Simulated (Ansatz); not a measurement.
# NaGa2F3: the cost of one run

Program: Ansatz 0.2.0. Level of theory: DFT PBE, scalar-relativistic, plane waves, PAW. These are calculated values, not measurements.

### Step 1. The structure to begin with

It takes space group R-3m (No. 166, trigonal). The conventional cell has a = 5.164 Å, b = 5.164 Å, c = 11.852 Å, α = 90.00°, β = 90.00°, γ = 120.00°. Na (site symmetry -3m) is surrounded by 6 F at 2.47 Å. Ga (site symmetry 3m) has 9 F at 2.86 to 2.99 Å and 4 Ga at 3.02 to 3.12 Å and 3 Na at 3.02 Å in its first shell of neighbours. Around F (site symmetry 2/m) lie 2 Na at 2.47 Å and 6 Ga at 2.86 to 2.99 Å.

Coordinates:

```xyz
6
Lattice="2.5821 1.4908 3.9507 -2.5821 1.4908 3.9507 0.0000 -2.9815 3.9507" Properties=species:S:1:pos:R:3 pbc="T T T"
Na    0.0000    0.0000    0.0000
Ga    0.0000    0.0000    7.4339
Ga    0.0000    0.0000    4.4181
F    -1.2910    0.7454    1.9753
F     1.2910    0.7454    1.9753
F     0.0000   -1.4908    1.9753
```

The cell is invented: species swapped into a database cell of Tb2FeCo3 (R-3m, No. 166), with Ga on the Tb sites, Na on the Fe sites and F on the Co sites. The dimensions are guesses.

### Step 2. The guess as it stands, on a coarse mesh

Input file input.yaml:

```yaml
crystal:
  lattice:
    - [2.58205616, 1.49075082, 3.9506773]
    - [-2.58205616, 1.49075082, 3.9506773]
    - [0.0, -2.98150164, 3.9506773]
  atoms:
    - { symbol: Na, position: [0.0, 0.0, 0.0] }
    - { symbol: Ga, position: [0.62722945, 0.62722945, 0.62722945] }
    - { symbol: Ga, position: [0.37277055, 0.37277055, 0.37277055] }
    - { symbol: F, position: [0.0, 0.5, 0.0] }
    - { symbol: F, position: [0.5, 0.0, 0.0] }
    - { symbol: F, position: [0.0, 0.0, 0.5] }
basis:
  ecutwfc: 420
kpoints:
  mp_grid: { grid: [6, 6, 6] }
hamiltonian:
  xc: pbe
scf:
  occupations: { method: gaussian, width: 0.1 }
  lower_state_search: "off"
output:
  forces: true
  stress: true
  eigenvalues: true
```

Launch:

```console
$ ansatz run input.yaml --threads 1 --pin off --max-ram 2560MiB --backend cpu --events-out ev --progress --plain --runs-dir out
```

**Question.** How long does this run take on 1 thread of Intel Xeon at 2.80GHz (Skylake/Cascade Lake), shared host, and how much memory does it need?

About 4.4 s, with a peak of 0.45 GiB.
